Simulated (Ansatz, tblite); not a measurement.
**C₉H₁₃BFO₄−: rung by rung**

The task here is to estimate one member of a computed series from the others.

Program: Ansatz 0.2.0, Gaussian basis. Level of theory: as each input shows. These are calculated values, not measurements.

Levels to be run: GFN1-xTB, GFN2-xTB, PBE-D4/def2-SVP, r2SCAN-D4/def2-SVP, PBE-D4/def2-SVPD, PBE0-D4/def2-SVPD, HF/STO-3G, HF/6-31G, B3LYP-D4/6-31G.

4 further runs of the same task are left out: 4 that didn't finish. Runs told in other sessions of the task aren't counted.

### The geometry

The geometry is that of the singlet, from an earlier relaxation (PBE-D4/def2-SVP).

28 atoms, charge -1, spin multiplicity 1.

Bond lengths: C1–O2 1.389 Å, C1–H16 1.117 Å, C1–H17 1.121 Å, C1–H18 1.122 Å, O2–B3 1.465 Å, B3–O4 1.465 Å, B3–O6 1.460 Å, B3–O8 1.524 Å, O4–C5 1.391 Å, C5–H19 1.122 Å, C5–H20 1.117 Å, C5–H21 1.120 Å, O6–C7 1.390 Å, C7–H22 1.122 Å, C7–H23 1.117 Å, C7–H24 1.119 Å, O8–C9 1.326 Å, C9–C10 1.423 Å and more. Angles: O2–C1–H16 109.9°, O2–C1–H17 113.0°, O2–C1–H18 113.0°, H16–C1–H17 107.4°, H16–C1–H18 107.3°, H17–C1–H18 106.0°, C1–O2–B3 116.6°, O2–B3–O4 113.6°, O2–B3–O6 109.4°, O2–B3–O8 106.3°, O4–B3–O6 109.3°, O4–B3–O8 106.8°, O6–B3–O8 111.4°, B3–O4–C5 115.4°, O4–C5–H19 112.9°, O4–C5–H20 109.8°, O4–C5–H21 112.9°, H19–C5–H20 107.3° and more.

The ion is computed in the gas phase, without counter-ions or solvent.

PBE0-D4/def2-SVP was run before; its log isn't repeated, and its numbers join the tables.

The first run:

Tight binding, by tblite at 300 K electronic temperature and without a spin-polarisation term:

```python
tblite.interface.Calculator('GFN1-xTB', numbers, positions, charge=-1, uhf=0).singlepoint()
```

Tight binding, by tblite at 300 K electronic temperature and without a spin-polarisation term:

```python
tblite.interface.Calculator('GFN2-xTB', numbers, positions, charge=-1, uhf=0).singlepoint()
```

start.molden holds the orbitals of an earlier run on this state, given as this run's starting guess.

in.yaml

```yaml
crystal:
  periodic: [false, false, false]
  atoms:
    - {symbol: C, position_ang: [-2.813108, -1.248187, -1.140416]}
    - {symbol: O, position_ang: [-2.540170, -0.179411, -0.295805]}
    - {symbol: B, position_ang: [-1.199193, -0.132014, 0.290986]}
    - {symbol: O, position_ang: [-0.867297, -1.313249, 1.091526]}
    - {symbol: C, position_ang: [-1.665250, -1.518033, 2.212529]}
    - {symbol: O, position_ang: [-1.073703, 1.063596, 1.119336]}
    - {symbol: C, position_ang: [-1.346744, 2.286664, 0.517000]}
    - {symbol: O, position_ang: [-0.221230, -0.104075, -0.877703]}
    - {symbol: C, position_ang: [1.089771, 0.042909, -0.744678]}
    - {symbol: C, position_ang: [1.874168, 0.169856, -1.925367]}
    - {symbol: C, position_ang: [3.265544, 0.332465, -1.872559]}
    - {symbol: C, position_ang: [3.901571, 0.376080, -0.627572]}
    - {symbol: F, position_ang: [5.258045, 0.535265, -0.567329]}
    - {symbol: C, position_ang: [3.163469, 0.254865, 0.555797]}
    - {symbol: C, position_ang: [1.773351, 0.088917, 0.505103]}
    - {symbol: H, position_ang: [-3.880185, -1.209196, -1.469986]}
    - {symbol: H, position_ang: [-2.177313, -1.249471, -2.063460]}
    - {symbol: H, position_ang: [-2.651245, -2.244810, -0.651669]}
    - {symbol: H, position_ang: [-2.749939, -1.653590, 1.958587]}
    - {symbol: H, position_ang: [-1.332890, -2.439344, 2.749661]}
    - {symbol: H, position_ang: [-1.621224, -0.667327, 2.939563]}
    - {symbol: H, position_ang: [-0.596786, 2.566353, -0.269972]}
    - {symbol: H, position_ang: [-1.328256, 3.097899, 1.284577]}
    - {symbol: H, position_ang: [-2.349252, 2.309511, 0.021081]}
    - {symbol: H, position_ang: [1.347367, 0.134606, -2.891360]}
    - {symbol: H, position_ang: [3.867466, 0.428226, -2.789850]}
    - {symbol: H, position_ang: [3.693710, 0.288758, 1.520833]}
    - {symbol: H, position_ang: [1.179315, -0.017265, 1.421164]}
basis:
  gaussian: {orbitals: def2-SVP, initial_orbitals: start.molden}
total_charge: -1
hamiltonian: {xc: pbe, dispersion: d4}
scf: {omitted_lower_state_checks: [starts]}
output: {forces: true, orbitals: {seedname: orbitals}}
```

The run is started by

```
$ ansatz run in.yaml --threads 4 --pin off --events-out ev --progress --plain --max-ram 6963MiB
```

Steps of the session up to this table: PBE-D4/def2-SVP; r2SCAN-D4/def2-SVP; PBE-D4/def2-SVPD; PBE0-D4/def2-SVPD; HF/STO-3G; HF/6-31G; B3LYP-D4/6-31G.

One table of the session follows, with a row left open; its other results are not shown here.

| level | HOMO (eV) | LUMO (eV) | gap (eV) |
| --- | --- | --- | --- |
| HF/STO-3G | ? | ? | ? |
| HF/6-31G | -4.38 | 7.07 | 11.45 |
| PBE-D4/def2-SVP | -1.00 | 2.52 | 3.52 |
| PBE-D4/def2-SVPD | -1.34 | 2.18 | 3.52 |
| r2SCAN-D4/def2-SVP | -1.27 | 2.57 | 3.84 |
| B3LYP-D4/6-31G | -1.72 | 3.50 | 5.22 |
| PBE0-D4/def2-SVP | -2.15 | 3.33 | 5.47 |
| PBE0-D4/def2-SVPD | -2.40 | 3.03 | 5.43 |

**Question.** Estimate the row for HF/STO-3G.

The run gave: HOMO (eV): -1.36; LUMO (eV): 10.91; gap (eV): 12.27. In the column «HOMO (eV)» it lies between B3LYP-D4/6-31G (-1.72) and PBE-D4/def2-SVPD (-1.34).
